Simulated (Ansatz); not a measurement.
# C (hexagonal diamond): the cost of one run

Program: Ansatz 0.2.0. Level of theory: DFT r2SCAN, scalar-relativistic, plane waves, PAW. These are calculated values, not measurements.

## (1) The structure to begin with

It takes space group P6_3/mmc (No. 194, hexagonal). Conventional cell: a = 2.510 Å, b = 2.510 Å, c = 4.160 Å, α = 90.00°, β = 90.00°, γ = 120.00°. C (site symmetry 3m) is surrounded by 4 C at 1.54 to 1.56 Å.

Structure file:

```cif
data_structure
_symmetry_space_group_name_H-M 'P 1'
_symmetry_Int_Tables_number 1
_cell_length_a 2.5100
_cell_length_b 2.5100
_cell_length_c 4.1600
_cell_angle_alpha 90.000
_cell_angle_beta 90.000
_cell_angle_gamma 120.000
_cell_volume 22.70
loop_
_atom_site_label
_atom_site_type_symbol
_atom_site_fract_x
_atom_site_fract_y
_atom_site_fract_z
_atom_site_occupancy
C1 C 0.33333 0.66667 0.06250 1
C2 C 0.66667 0.33333 0.56250 1
C3 C 0.66667 0.33333 0.93750 1
C4 C 0.33333 0.66667 0.43750 1
```

## (2) Relaxing cell and atoms: C (hexagonal diamond), no spin

Contents of input.yaml:

```yaml
crystal:
  lattice:
    - [2.51, 0.0, 0.0]
    - [-1.255, 2.1737237635, 0.0]
    - [0.0, 0.0, 4.16]
  atoms:
    - { symbol: C, position: [0.3333333333, 0.6666666667, 0.0625] }
    - { symbol: C, position: [0.6666666667, 0.3333333333, 0.5625] }
    - { symbol: C, position: [0.6666666667, 0.3333333333, 0.9375] }
    - { symbol: C, position: [0.3333333333, 0.6666666667, 0.4375] }
scf:
  occupations: { method: fixed }
output:
  forces: true
  stress: true
  eigenvalues: true
  write_density: true
  write_potential: true
  elf: true
  volumetric_format: npy
hamiltonian:
  xc: r2scan
kpoints:
  mp_grid: { grid: [12, 12, 8] }
basis:
  ecutwfc: 560
relax:
  f_tol: 0.002
  max_steps: 60
  cell: { stress_tol: 0.02 }
```

Command:

```
$ ansatz run input.yaml --threads 4 --pin off --max-ram 8192MiB --backend cpu --events-out ev --progress --plain --runs-dir out
```

What time and memory should one allow on 4 threads of Arm Neoverse V2, shared host?

About 6.8 s, with a peak of 0.39 GiB.
